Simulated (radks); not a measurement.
# Kr²⁺ with its nuclear charge varied continuously

An exercise on one series of results from a longer session: the logs are not shown, and one member is left open.

The numbers are computed with radks (a radial shooting solver on a logarithmic mesh, Libxc functionals) version 1 (Dirac Kohn-Sham, LDA (Slater exchange, Perdew-Wang correlation), spin-unpolarised, spherical densities, point nucleus; open shells fill j = l - 1/2 first), except any that are marked as measured or tabulated.

## The system

```
element       : krypton (Z = 36)
charge        : +2
electrons     : 34
configuration : [Ar] 3d10 4s2 4p4
```

The first run:

Input:

```text
Z 36
configuration [Ar] 3d10 4s2 4p4
relativity Dirac
functional lda,pw
spin unpolarised
j_filling energy
nucleus point
c 137.035999084
```

Among the steps run: Z = 36.

One table of the session follows, with a row left open; its other results are not shown here.

It belongs to the step «Z = 36». Radial moments (bohr):

```
level     <r>  outermost maximum (interpolated)  90 % within  nodes
3s1/2  0.5311                             0.468        0.790      2
3p1/2       ?                                 ?            ?      ?
3p3/2  0.5445                             0.466        0.831      1
3d3/2  0.5528                             0.408        0.906      0
3d5/2  0.5567                             0.411        0.912      0
4s1/2   1.499                              1.31         2.20      3
4p1/2   1.715                              1.46         2.56      2
4p3/2   1.746                              1.49         2.61      2
```

Q: Estimate the row for 3p1/2 from the others.

**Answer.** <r>: 0.5339; outermost maximum (interpolated): 0.457; 90 % within: 0.815; nodes: 1. In the column «<r>» it lies between 3s1/2 (0.5311) and 3p3/2 (0.5445).
